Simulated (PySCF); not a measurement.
# GaH3: the cost of one run

Method: levels as typed in each script, gas phase, geometry from GFN2-xTB; program: PySCF 2.14.0.

## Step 1: The starting structure

4 atoms, charge 0, spin multiplicity 1.

Bond lengths: Ga1–H2 1.566 Å, Ga1–H3 1.566 Å, Ga1–H4 1.566 Å. Angles: H2–Ga1–H3 120.0°, H2–Ga1–H4 120.0°, H3–Ga1–H4 120.0°.

Coordinates:

```xyz
4
charge 0, multiplicity 1
Ga    0.0000    0.0000    0.0000
H     0.0697    1.5649    0.0000
H     1.3204   -0.8428    0.0000
H    -1.3901   -0.7221    0.0000
```

## Step 2: Density, bond paths and surface potential (wB97X/def2-tzvp)

input.py reads:

```python
import numpy as np
from pyscf import gto, scf, dft
from pyscf.scf import atom_ks, atom_hf
from scipy.linalg import block_diag

def solve(mol, dm0=None, hcore=None):
    mf = (dft.UKS if mol.spin else dft.RKS)(mol, xc='wb97x')
    mf.grids.level = 3
    mf = mf.density_fit(auxbasis='def2-universal-jkfit')
    mf.conv_tol, mf.max_cycle = 1e-8, 80
    if hcore is not None:
        mf.get_hcore = lambda *args: hcore
    mf.kernel(dm0)
    if not mf.converged:
        mf = mf.newton().run(mf.mo_coeff, mf.mo_occ, max_cycle=30)
    assert mf.converged, 'SCF not converged'
    return mf

mol = gto.M(atom='''
Ga     0.00000     0.00000     0.00000
H      0.06972     1.56493     0.00000
H      1.32042    -0.84284     0.00000
H     -1.39011    -0.72209     0.00000
''', basis='def2-tzvp', charge=0, spin=0, verbose=4)
mf = solve(mol)
mf.analyze()
# spherically averaged free atoms, for the promolecule
atm = atom_ks.get_atm_nrks(mol, xc='wb97x')
pro = block_diag(*[(atm[a[0]][2] * atm[a[0]][3]) @ atm[a[0]][2].T for a in mol._atom])
np.savez('result.npz', e=mf.e_tot, c=mf.mo_coeff, occ=mf.mo_occ, eps=mf.mo_energy, pro=pro, dip=mf.dip_moment(verbose=0), s2=mf.spin_square()[0])
```

Command:

```sh
$ OMP_NUM_THREADS=1 python input.py
```

**Question.** How long does this run take on 1 thread of Arm Neoverse V2, shared host, and how much memory does it need?

About 4.1 s, with a peak of 0.25 GiB.
